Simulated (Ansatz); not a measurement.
# Si4O7: the cost of one run

All numbers below are computed with Ansatz 0.2.0 (DFT PBE, scalar-relativistic, plane waves, PAW).

### 1 The starting structure

The cell holds 22 atoms (O14Si8): a = 7.085 Å, b = 6.974 Å, c = 7.133 Å, α = 90.58°, β = 88.43°, γ = 88.92°.

It is the last frame of an earlier stage of the same melt, run at 1600 K.

The coordinates stand in the first input below.

### 2 Langevin stage at 300 K

One k point, a Fermi-Dirac width of 0.050 eV and a fixed cell.

Input file input.yaml:

```yaml
crystal:
  lattice:
    - [7.084207, 0.066361, 0.097276]
    - [0.066361, 6.97409, -0.035855]
    - [0.097276, -0.035855, 7.132386]
  atoms:
    - { symbol: Si, position: [0.4808364475, 0.0786139172, 0.1659858168] }
    - { symbol: Si, position: [0.5346782704, 0.1723562942, 0.5708577826] }
    - { symbol: Si, position: [0.6944464235, 0.647280704, 0.9148818696] }
    - { symbol: Si, position: [0.3161579327, 0.2785629233, 0.8231004758] }
    - { symbol: Si, position: [0.0528112218, 0.5858097951, 0.6418922293] }
    - { symbol: Si, position: [0.2095095509, 0.7750727445, 0.3347539569] }
    - { symbol: Si, position: [0.8238088908, 0.1106836114, 0.8425353227] }
    - { symbol: Si, position: [0.9194304805, 0.6325385808, 0.2847929454] }
    - { symbol: O, position: [0.232510597, 0.6784989178, 0.5283189849] }
    - { symbol: O, position: [0.3376326129, 0.069118702, 0.6831998411] }
    - { symbol: O, position: [0.7656666637, 0.5607848754, 0.1173186984] }
    - { symbol: O, position: [0.521642726, 0.2069829594, 0.3463587747] }
    - { symbol: O, position: [0.1426851614, 0.6331331487, 0.1670230429] }
    - { symbol: O, position: [0.169249632, 0.4558501502, 0.7943231357] }
    - { symbol: O, position: [0.9005683775, 0.6845441246, 0.7718615561] }
    - { symbol: O, position: [0.6608704674, 0.0294757827, 0.0199884004] }
    - { symbol: O, position: [0.3345152121, 0.2419997244, 0.0500809072] }
    - { symbol: O, position: [0.9542417982, 0.8349988287, 0.3402536327] }
    - { symbol: O, position: [0.5000194624, 0.3717458371, 0.6860266867] }
    - { symbol: O, position: [0.380603429, 0.8719715518, 0.2160893132] }
    - { symbol: O, position: [0.9406618884, 0.4690889352, 0.4571177925] }
    - { symbol: O, position: [0.7399131113, 0.0831940171, 0.6440385428] }
  symmetry: { detect: false }
basis:
  ecutwfc: 420
  xc_grid: 1
kpoints:
  mp_grid: { grid: [1, 1, 1], shift: [0.25, 0.25, 0.25] }
hamiltonian:
  xc: pbe
scf:
  occupations: { method: fermi_dirac, width: 0.05 }
  lower_state_search: "off"
  convergence: { dr2_threshold: 1.0e-05 }
output:
  forces: true
  stress: true
md:
  timestep: 2.0
  n_steps: 233
  ensemble: nvt_langevin
  friction: 0.03
  temperature: 300.0
  initial_velocities: maxwell_boltzmann
  seed: 87099
```

Launch:

```bash
$ ansatz run input.yaml --threads 2 --pin off --max-ram 5120MiB --backend cpu --events-out ev --progress --plain --runs-dir out
```

**Question.** How long does this run take on 2 threads of Arm Neoverse V2, shared host, and how much memory does it need?

About 4.4 min, with a peak of 0.44 GiB.
